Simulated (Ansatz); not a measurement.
**AlGa₂H+ (doublet): from Hartree-Fock to the top rungs, cc-pVTZ**

The task here is to estimate one member of a computed series from the others.

Program: Ansatz 0.2.0, Gaussian basis. Level of theory: cc-pVTZ, core rule «outside noble gas», up to 33 orbitals frozen. These are calculated values, not measurements.

To be run: UHF; CCSD(T) on ROHF; CCSD(T) on UHF; BCCD(T) on ROHF; CCSDT(Q) on ROHF; CCSDT(Q) on UHF.

4 further runs of the same task are left out: 4 set aside as unsound or not needed. Runs told in other sessions of the task aren't counted.

## The geometry

The geometry is a PBE0/def2-TZVP stationary point (not a proven minimum) of the parent state, kept for this charge and spin. No spin-orbit coupling is included. The filled d shell of Ga may be among the frozen orbitals whatever the setting's name suggests.

4 atoms, charge 1, spin multiplicity 2.

Atoms are counted from 1 here; the program's logs count them from 0.

Bond lengths: Ga1–Al2 2.555 Å, Al2–Ga3 2.555 Å, Al2–H4 1.846 Å. Angles: Ga1–Al2–Ga3 72.4°, Ga1–Al2–H4 52.9°, Ga3–Al2–H4 52.9°.

The first run:

Contents of in.yaml:

```yaml
crystal:
  periodic: [false, false, false]
  atoms:
    - {symbol: Ga, position_ang: [-0.004403, 0.336351, 1.508986]}
    - {symbol: Al, position_ang: [-0.022649, -1.725034, 0.000000]}
    - {symbol: Ga, position_ang: [-0.004403, 0.336351, -1.508986]}
    - {symbol: H, position_ang: [1.215461, -0.355847, 0.000000]}
basis:
  gaussian: {orbitals: cc-pVTZ}
total_charge: 1
magnetization: {spin_polarized: true, initial_magnetization: 1}
hamiltonian: {xc: hf}
output: {orbitals: {seedname: orbitals}}
```

Launch:

```bash
$ ansatz run in.yaml --threads 1 --pin off --events-out ev --progress --plain --max-ram 4096MiB --backend cpu
```

Among the steps run: UHF; CCSD(T) on ROHF; CCSD(T) on UHF; BCCD(T) on ROHF; CCSDT(Q) on ROHF; CCSDT(Q) on UHF.

One table of the session follows, with a row left open; its other results are not shown here.

| method | from UCCSDT(Q) (kcal/mol) |
| --- | --- |
| ROHF | +141.12 |
| UHF | +137.03 |
| RMP2 | +28.53 |
| UMP2 | ? |
| RCCSD | +10.28 |
| UCCSD | +10.06 |
| RCCSD(T) | +1.86 |
| UCCSD(T) | +1.87 |
| BCCD(T) | +1.83 |
| RCCSDT | +0.82 |
| UCCSDT | +0.73 |
| RCCSDT(Q) | +0.12 |
| UCCSDT(Q) | 0 |

**Question.** Estimate the row for UMP2.

The run gave: from UCCSDT(Q) (kcal/mol): +30.41. In the column «from UCCSDT(Q) (kcal/mol)» it lies between RMP2 (+28.53) and UHF (+137.03).

Caveats from the session: Restricted and unrestricted rows rest on different reference determinants; a gap between their highest levels can come from leftover correlation error, from unlike frozen cores or from another state.
